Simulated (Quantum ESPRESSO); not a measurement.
**AgRh: Wannier functions under several settings**

```xyz
2
Lattice="2.7776 0.0000 0.0000 -1.3888 2.4055 0.0000 0.0000 0.0000 4.8086" Properties=species:S:1:pos:R:3 pbc="T T T"
Ag    0.0000    0.0000    2.4043
Rh    1.3888    0.8018    0.0000
```

The cell comes from a database or a generator and needn't be the stable form of this composition.

All runs used Quantum ESPRESSO 7.5; potentials GBRV 1.5 PBE; k mesh 9 × 9 × 5; given cell; no spin polarisation; cutoff 762 eV; occupations fermi-dirac, width 0.05 eV.

| level | start | Wannier mesh | spread a function (Å²) | RMS miss of the bands (meV) |
| --- | --- | --- | --- | --- |
| PBE | atomic projections with disentanglement | 7 × 7 × 4 | 1.51 | 23 |
| PBE | atomic projections with disentanglement, not minimised | 7 × 7 × 4 | 1.81 | 12 |
| PBE | SCDM with an erfc weight | 7 × 7 × 4 | ? | ? |

Q: What stands in the row left open?

A: Spread a function 2.51 Å²; RMS miss of the bands 35 meV.

Caveats: the Wannier minimisation didn't converge (some runs).
